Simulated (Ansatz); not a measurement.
# C₂H₁₀FHfN₃: how energies converge with the basis set

One table from this session's results is given with a row withheld; the runs are named, their logs left out.

The runs use Ansatz 0.2.0, Gaussian basis; one geometry, several basis sets.

Plan: PBE0-D4/def2-SVP; ωB97M-V/def2-SVP; PBE0-D4/def2-QZVPP; ωB97M-V/def2-QZVPP; the functionals' def2-TZVPP values are taken from earlier runs.

1 further run of the same task is left out (it didn't finish).

### Structure used throughout

All runs share one geometry, relaxed beforehand with PBE0-D4 in a triple-zeta def2 set. Hf takes the def2 core potential; no spin-orbit term is included.

SMILES `C[N](C)[Hf]([NH2])([NH2])[F]`, 17 atoms, charge 0, spin multiplicity 1.

Atoms are counted from 1 here; the program's logs count them from 0.

Bond lengths: C1–N2 1.445 Å, C1–H8 1.100 Å, C1–H9 1.098 Å, C1–H10 1.100 Å, N2–C3 1.440 Å, N2–Hf4 2.029 Å, C3–H11 1.100 Å, C3–H12 1.091 Å, C3–H13 1.100 Å, Hf4–N5 2.040 Å, Hf4–N6 2.041 Å, Hf4–F7 1.935 Å, N5–H14 1.011 Å, N5–H15 1.010 Å, N6–H16 1.011 Å, N6–H17 1.010 Å. Angles: N2–C1–H8 111.8°, N2–C1–H9 111.2°, N2–C1–H10 112.0°, H8–C1–H9 107.0°, H8–C1–H10 107.6°, H9–C1–H10 107.0°, C1–N2–C3 112.6°, C1–N2–Hf4 115.8°, C3–N2–Hf4 131.5°, N2–C3–H11 111.5°, N2–C3–H12 110.4°, N2–C3–H13 111.6°, H11–C3–H12 108.0°, H11–C3–H13 107.1°, H12–C3–H13 108.0°, N2–Hf4–N5 108.4°, N2–Hf4–N6 105.6°, N2–Hf4–F7 110.4° and more.

Coordinates:

```
C     0.4846   -1.7926   -0.8662
N     0.4348   -0.3681   -0.6267
C     1.4886    0.3445   -1.3012
Hf   -1.1108    0.2824    0.5158
N    -1.1777    2.3189    0.4081
N    -0.6369   -0.2443    2.4299
F    -2.7705   -0.5177   -0.0770
H     1.4220   -2.2356   -0.4994
H    -0.3366   -2.3109   -0.3545
H     0.3988   -2.0331   -1.9358
H     2.4815    0.0129   -0.9625
H     1.4072    1.4160   -1.1099
H     1.4507    0.1898   -2.3900
H    -1.6641    2.8555   -0.2971
H    -0.8387    2.9534    1.1168
H    -1.2781   -0.2449    3.2115
H     0.2453   -0.6262    2.7382
```

Set-up of the first run:

in.yaml reads:

```yaml
crystal:
  periodic: [false, false, false]
  atoms:
    - {symbol: C, position_ang: [0.484563, -1.792559, -0.866200]}
    - {symbol: N, position_ang: [0.434829, -0.368100, -0.626658]}
    - {symbol: C, position_ang: [1.488593, 0.344530, -1.301169]}
    - {symbol: Hf, position_ang: [-1.110835, 0.282372, 0.515826]}
    - {symbol: N, position_ang: [-1.177673, 2.318876, 0.408063]}
    - {symbol: N, position_ang: [-0.636934, -0.244277, 2.429940]}
    - {symbol: F, position_ang: [-2.770454, -0.517745, -0.076993]}
    - {symbol: H, position_ang: [1.421992, -2.235633, -0.499429]}
    - {symbol: H, position_ang: [-0.336569, -2.310878, -0.354458]}
    - {symbol: H, position_ang: [0.398780, -2.033103, -1.935822]}
    - {symbol: H, position_ang: [2.481457, 0.012879, -0.962534]}
    - {symbol: H, position_ang: [1.407155, 1.415956, -1.109930]}
    - {symbol: H, position_ang: [1.450716, 0.189832, -2.390044]}
    - {symbol: H, position_ang: [-1.664119, 2.855494, -0.297131]}
    - {symbol: H, position_ang: [-0.838658, 2.953424, 1.116825]}
    - {symbol: H, position_ang: [-1.278135, -0.244879, 3.211489]}
    - {symbol: H, position_ang: [0.245292, -0.626190, 2.738225]}
basis:
  gaussian: {orbitals: def2-SVP}
hamiltonian: {xc: pbe0, dispersion: d4}
output: {orbitals: {seedname: orbitals}}
```

Steps of the session up to this table: PBE0-D4 in def2-SVP; ωB97M-V in def2-SVP; PBE0-D4 in def2-QZVPP; ωB97M-V in def2-QZVPP.

One of the session's tables, all rows but one given; the rest of the session is left out.

It belongs to the step «Density functionals: the series». 

| functional | basis | HOMO (eV) | LUMO (eV) |
| --- | --- | --- | --- |
| PBE0-D4 | def2-SVP | -6.21 | 0.22 |
| PBE0-D4 | def2-TZVPP | ? | ? |
| PBE0-D4 | def2-QZVPP | -6.34 | -0.23 |
| ωB97M-V | def2-SVP | -8.48 | 1.44 |
| ωB97M-V | def2-TZVPP | -8.59 | 1.15 |
| ωB97M-V | def2-QZVPP | -8.63 | 0.64 |

Q: Estimate the row for PBE0-D4, def2-TZVPP from the others.

The run gave: HOMO (eV): -6.30; LUMO (eV): 0.03. In the column «HOMO (eV)» it lies between PBE0-D4, def2-QZVPP (-6.34) and PBE0-D4, def2-SVP (-6.21).
